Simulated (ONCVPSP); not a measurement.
**An ONCV potential for Lu, from input to tests**

Do these settings give a usable potential? It is generated, then checked for transferability, scattering, ghosts and hardness.

Program: ONCVPSP 4.0.1. Reference atom: PBE, scalar-relativistic, spherical and spin-unpolarised. All values are calculated.

**1. Starting point**

The settings as typed:

| Property | Result |
| --- | --- |
| element | lutetium (Lu, Z = 71) |
| type | optimised norm-conserving Vanderbilt (ONCV) |
| frozen core | [Kr] 4d10 |
| valence charge | 25 |
| reference configuration | 4f14 5s2 5p6 5d1 (charge +2) |
| partial waves | 5s: rc 1.35 bohr, ncon 4, nbas 8, qcut 4.8 1/bohr, 2 projectors, debl 2.3 Ha; 5p: rc 1.25 bohr, ncon 4, nbas 7, qcut 7.4 1/bohr, 3 projectors, debl 1.4 Ha; 5d: rc 2.15 bohr, ncon 3, nbas 6, qcut 5.3 1/bohr, 3 projectors, debl 1.6 Ha; 4f: rc 1.15 bohr, ncon 3, nbas 8, qcut 12.3 1/bohr, 2 projectors, debl 2.5 Ha |
| local potential | polynomial inside 1.00 bohr (lpopt 5, dvloc0 3 Ha) |
| core correction | polynomial model core, fcfact 0.7 |

An earlier all-electron run gives the scale for the radii.

All-electron outer shells of the reference configuration (PBE, scalar-relativistic, ld1.x):

| shell | level (eV) | outermost node (bohr) | outermost maximum (bohr) |
| --- | --- | --- | --- |
| 5s | -75.77 | 0.57 | 1.04 |
| 5p | -46.33 | 0.61 | 1.19 |
| 4f | -24.31 | – | 0.47 |
| 6s | -16.48 | 1.40 | 2.79 |
| 5d | -15.06 | 0.68 | 1.73 |
| 6p | -11.40 | 1.68 | 3.49 |

**2. Generating the potential**

Lu.dat reads:

```
# ATOM AND REFERENCE CONFIGURATION
# atsym  z   nc   nv     iexc    psfile
  Lu 71.00    9    4        4      upf
#
#   n    l    f
    1    0    2.00
    2    0    2.00
    2    1    6.00
    3    0    2.00
    3    1    6.00
    3    2   10.00
    4    0    2.00
    4    1    6.00
    4    2   10.00
    4    3   14.00
    5    0    2.00
    5    1    6.00
    5    2    1.00
#
# PSEUDOPOTENTIAL AND OPTIMIZATION
# lmax
    3
#
#   l,   rc,      ep,       ncon, nbas, qcut
    0    1.35    0.00    4    8    4.80
    1    1.25    0.00    4    7    7.40
    2    2.15    0.00    3    6    5.30
    3    1.15    0.00    3    8   12.30
#
# LOCAL POTENTIAL
# lloc, lpopt,  rc(5),   dvloc0
    4    5    1.00    3.00
#
# VANDERBILT-KLEINMAN-BYLANDER PROJECTORs
# l, nproj, debl
    0    2    2.30
    1    3    1.40
    2    3    1.60
    3    2    2.50
#
# MODEL CORE CHARGE
# icmod, fcfact, rcfact
    1    0.70    0.00
#
# LOG DERIVATIVE ANALYSIS
# epsh1, epsh2, depsh
   -4.00    5.00    0.02
#
# OUTPUT GRID
# rlmax, drl
    6.00    0.01
#
# TEST CONFIGURATIONS
# ncnf
    4
# nvcnf
#   n    l    f
    5
    4    3   14.00
    5    0    2.00
    5    1    6.00
    5    2    1.00
    6    0    2.00
#
    5
    4    3   14.00
    5    0    2.00
    5    1    6.00
    5    2    1.00
    6    0    1.00
#
    4
    4    3   14.00
    5    0    2.00
    5    1    6.00
    5    2    0.00
#
    5
    4    3   14.00
    5    0    2.00
    5    1    6.00
    5    2    1.50
    6    0    1.50
#
```

Run with:

```console
$ oncvpsp.x < Lu.dat > Lu.out
```

What does the calculation give? Wanted: cutoffs for 1 and 0.1 mHa per electron, occupied waves; bound ghosts; GHOST(+) flags; largest test error; largest phase difference near zero energy, channels read; rms error of d²Exc/dn², without and with the model core; projector energies reset by the program.

The runs gave:

| quantity | value |
| --- | --- |
| cutoffs for 1 and 0.1 mHa per electron, occupied waves | 89 Ha and 285 Ha |
| bound ghosts | p at -295.77 eV |
| GHOST(+) flags | s at 60 eV, p at 763 eV, p at 1646 eV |
| largest test error (AE − PS) | -4.5 meV, for 4f14 5s2 5p6 5d0 (1 test unsolved) |
| largest phase difference near zero energy, channels read | 0.000 rad |
| rms error of d²Exc/dn², without and with the model core | 4.46 and 1.46 mHa |
| projector energies reset by the program | s: -2.785, 0.250 Ha; p: -1.703, 0.250, 1.650 Ha |

In words: A bound ghost (p) makes it unfit for use: electrons can fall into a state that the atom doesn't have. By total energies transferability is very good where solved: the largest error is 4.5 meV on 20.0 eV, for 4f14 5s2 5p6 5d0. Atomic tests can pass in spite of a ghost, since they solve only for the levels asked. Of the tests 1 gave no usable energy difference, which is a warning in itself. The potential is very hard: the looser tolerance needs 89 Ha. The tighter tolerance needs 285 Ha, and converged work needs a cutoff nearer that. Near zero energy the phases of the channels with partial waves agree within 0.001 rad. The program also flags highly localised states, GHOST(+) (s, p). These are tests on the free atom; a crystal test is still owed.
